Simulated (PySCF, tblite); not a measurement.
# C5H8B2F2O: geometry, infrared bands and NMR shifts

Wanted: the infrared bands and NMR shifts of C5H8B2F2O (`BOB[C@H](C#CC)C(F)F`), by calculation.

The runs use tblite 0.8.0 and PySCF 2.14.0, with density-fitted response routines of our own; the level of theory stands in each step. All values are computed, except where a source is named. Atoms are numbered from 0 throughout.

## (1) The molecule as given

18 atoms, charge 0, multiplicity 1; geometry from: force field or distance geometry start.

Bonds of the start (Å): B0–O1 1.46, O1–B2 1.48, B2–C3 1.58, C3–C4 1.47, C4–C5 1.20, C5–C6 1.47, C3–C7 1.53, C7–F8 1.39, C7–F9 1.38, B0–H10 1.18, B0–H11 1.18, B2–H12 1.17, C3–H13 1.11, C6–H14 1.11, C6–H15 1.12, C6–H16 1.11, C7–H17 1.11.

## (2) Optimising the geometry with GFN2-xTB

The job: settings as JSON, then the geometry in Å.

```
{"job": {"kind": "relax", "xc": "GFN2-xTB", "basis": "xTB"}, "charge": 0, "multiplicity": 1}
B     -2.728700     1.507000    -0.062900
O     -2.809800     0.138500    -0.565600
B     -1.432900    -0.205400    -0.968900
C     -0.447200    -0.934800     0.028300
C      0.729700    -0.091800     0.255700
C      1.692300     0.608900     0.421100
C      2.869900     1.461800     0.632000
C     -0.019300    -2.307700    -0.502300
F     -1.131700    -3.124400    -0.674000
F      0.832300    -2.930900     0.387900
H     -2.536800     1.717100     1.082000
H     -2.947600     2.411000    -0.793300
H     -1.103600     0.014200    -2.074000
H     -0.957300    -1.080600     1.008800
H      2.928000     2.221300    -0.173700
H      2.777300     1.975800     1.626100
H      3.786400     0.836200     0.633200
H      0.490400    -2.209700    -1.485300
```

Run with:

```console
> OMP_NUM_THREADS=1 python probes_run.py task.json out
```

This one command runs all jobs of the session in turn.

**Question.** This job is followed by: GFN2-xTB harmonic vibrations, gas phase; GIAO PBE0/pcSseg-1 NMR shielding, non-relativistic, gas phase. Predict these results of the whole session: strongest single infrared mode (GFN2-xTB); zero-point energy (GFN2-xTB); 13C shifts against TMS (PBE0/pcSseg-1); 1H shifts against TMS (PBE0/pcSseg-1, means over atoms taken as alike); 11B shifts against BF3·OEt2 (PBE0/pcSseg-1); 17O shifts against H2O (PBE0/pcSseg-1); 19F shifts against CFCl3 (PBE0/pcSseg-1).

As calculated:

```
                                                              quantity                             value
                             strongest single infrared mode (GFN2-xTB)             1637 cm⁻¹, 257 km/mol
                                          zero-point energy (GFN2-xTB)                     77.3 kcal/mol
                                13C shifts against TMS (PBE0/pcSseg-1)  125.2, 89.2, 76.0, 36.6, 4.9 ppm
1H shifts against TMS (PBE0/pcSseg-1, means over atoms taken as alike)  6.32, 5.43, 5.39, 2.62, 2.05 ppm
                           11B shifts against BF3·OEt2 (PBE0/pcSseg-1)                    40.6, 35.7 ppm
                                17O shifts against H2O (PBE0/pcSseg-1)                         315.2 ppm
                              19F shifts against CFCl3 (PBE0/pcSseg-1)                -126.1, -133.4 ppm
```

What this shows: Over 93 steps the energy fell by 1.895 eV; of the close pairs, O1–B2 changed most, 1.475 to 1.291 Å. No mode is imaginary among the 48: a minimum at this level. The strongest single mode, at 1637 cm⁻¹, moves mainly O1. Unscaled tight-binding wavenumbers are off by several per cent, some by more. Its intensities can rank the bands wrongly. The most deshielded hydrogen is H17 (hydrogen on an sp3 CH bonded to 2 F), at 6.32 ppm: its carbon carries F, hence the downfield position.
